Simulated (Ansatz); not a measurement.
# CH8GeS: the cost of one run

Program: Ansatz 0.2.0. Level of theory: RKS PBE/def2-mTZVP. These are calculated values, not measurements.

### Step 1. Starting point

Bond lengths: Ge1–H3 1.550 Å, Ge1–H4 1.549 Å, Ge1–C5 1.959 Å, C5–H6 1.110 Å, C5–H7 1.110 Å, C5–H8 1.110 Å, Ge1–S9 2.550 Å, S9–H10 1.400 Å. Angles: H3–Ge1–H4 109.5°, H3–Ge1–C5 109.5°, H3–Ge1–S9 178.9°, H4–Ge1–C5 109.5°, H4–Ge1–S9 70.0°, C5–Ge1–S9 70.0°, Ge1–C5–H6 109.5°, Ge1–C5–H7 109.5°, Ge1–C5–H8 109.5°, H6–C5–H7 109.4°, H6–C5–H8 109.4°, H7–C5–H8 109.4°, Ge1–S9–H10 109.5°.

Structure file:

```xyz
11

Ge    0.0000    0.0000    0.0000
H     0.0000    0.0000    1.9000
H     1.4616    0.0000   -0.5162
H    -0.7300    1.2648   -0.5162
C    -0.9232   -1.5994   -0.6527
H    -1.4228   -2.1111    0.1962
H    -1.6833   -1.3066   -1.4068
H    -0.1873   -2.2880   -1.1178
S    -2.4199    0.0000    0.8041
H    -3.1755   -0.8728    0.0121
H    -0.9767    0.0000    1.9513
```

### Step 2. Pulling towards end A

Springs on the bonds that form and break draw the guess towards this end; the thresholds are loose.

The input, input.yaml:

```yaml
crystal:
  periodic: [false, false, false]
  atoms:
    - { symbol: Ge, position_ang: [0.0, 0.0, 0.0] }
    - { symbol: H, position_ang: [0.0, 0.0, 1.9] }
    - { symbol: H, position_ang: [1.4616, 0.0, -0.5162] }
    - { symbol: H, position_ang: [-0.73, 1.2648, -0.5162] }
    - { symbol: C, position_ang: [-0.9232, -1.5994, -0.6527] }
    - { symbol: H, position_ang: [-1.4228, -2.1111, 0.1962] }
    - { symbol: H, position_ang: [-1.6833, -1.3066, -1.4068] }
    - { symbol: H, position_ang: [-0.1873, -2.288, -1.1178] }
    - { symbol: S, position_ang: [-2.4199, 0.0, 0.8041] }
    - { symbol: H, position_ang: [-3.1755, -0.8728, 0.0121] }
    - { symbol: H, position_ang: [-0.9767, 0.0, 1.9513] }
basis:
  gaussian: { orbitals: def2-mTZVP }
hamiltonian:
  xc: pbe
relax:
  f_tol: 0.15
  max_steps: 25
  restrain:
    - { distance: [0, 8], at: 3.45, k: 30.0 }
    - { distance: [10, 1], at: 1.86, k: 30.0 }
    - { distance: [0, 1], at: 1.55, k: 30.0 }
    - { distance: [10, 8], at: 1.4, k: 30.0 }
```

Run with:

```bash
$ ansatz run input.yaml --threads 2 --pin off --max-ram 3072MiB --backend cpu --events-out ev --progress --plain --runs-dir out
```

Q: Estimate wall time and peak memory on 2 threads of Arm Neoverse V1, shared host.

About 35 s, with a peak of 0.15 GiB.
